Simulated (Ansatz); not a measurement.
# F2HHfIO: how energies converge with the basis set

The task here is to estimate one member of a computed series from the others.

Program: Ansatz 0.2.0, Gaussian basis. Level of theory: one geometry, several basis sets. These are calculated values, not measurements.

Plan: PBE0-D4/def2-SVP; ωB97M-V/def2-SVP; PBE0-D4/def2-QZVPP; ωB97M-V/def2-QZVPP; the functionals' def2-TZVPP values are taken from earlier runs.

## The geometry

An earlier PBE0-D4 in a triple-zeta def2 set relaxation fixed the geometry. Hf, I take the def2 core potential; no spin-orbit term is included.

SMILES `[OH][Hf]([F])([F])[I]`, 6 atoms, charge 0, spin multiplicity 1.

Atoms are counted from 1 here; the program's logs count them from 0.

Bond lengths: O1–Hf2 1.890 Å, O1–H6 0.952 Å, Hf2–F3 1.897 Å, Hf2–F4 1.897 Å, Hf2–I5 2.727 Å. Angles: Hf2–O1–H6 177.5°, O1–Hf2–F3 109.3°, O1–Hf2–F4 109.3°, O1–Hf2–I5 110.3°, F3–Hf2–F4 108.0°, F3–Hf2–I5 110.0°, F4–Hf2–I5 110.0°.

The first run:

in.yaml reads:

```yaml
crystal:
  periodic: [false, false, false]
  atoms:
    - {symbol: O, position_ang: [-0.944536, 0.974092, 0.533626]}
    - {symbol: Hf, position_ang: [0.292067, -0.340743, -0.027557]}
    - {symbol: F, position_ang: [1.928700, -0.097272, 0.899920]}
    - {symbol: F, position_ang: [-0.380052, -2.059635, 0.410248]}
    - {symbol: I, position_ang: [0.710377, -0.162006, -2.716705]}
    - {symbol: H, position_ang: [-1.564457, 1.621564, 0.854369]}
basis:
  gaussian: {orbitals: def2-SVP}
hamiltonian: {xc: pbe0, dispersion: d4}
output: {orbitals: {seedname: orbitals}}
```

On the command line:

```bash
ansatz run in.yaml --threads 4 --pin off --events-out ev --progress --plain --max-ram 10444MiB
```

Steps of the session up to this table: PBE0-D4 in def2-SVP; ωB97M-V in def2-SVP; PBE0-D4 in def2-QZVPP; ωB97M-V in def2-QZVPP.

One of the session's tables, all rows but one given; the rest of the session is left out.

It belongs to the step «Functionals by basis». 

| functional | basis | HOMO (eV) |
| --- | --- | --- |
| PBE0-D4 | def2-SVP | ? |
| PBE0-D4 | def2-TZVPP | -7.99 |
| PBE0-D4 | def2-QZVPP | -8.00 |
| ωB97M-V | def2-SVP | -10.00 |
| ωB97M-V | def2-TZVPP | -10.07 |
| ωB97M-V | def2-QZVPP | -10.09 |

Q: Estimate the row for PBE0-D4, def2-SVP from the others.

The run gave: HOMO (eV): -7.94. In the column «HOMO (eV)» it is the highest.
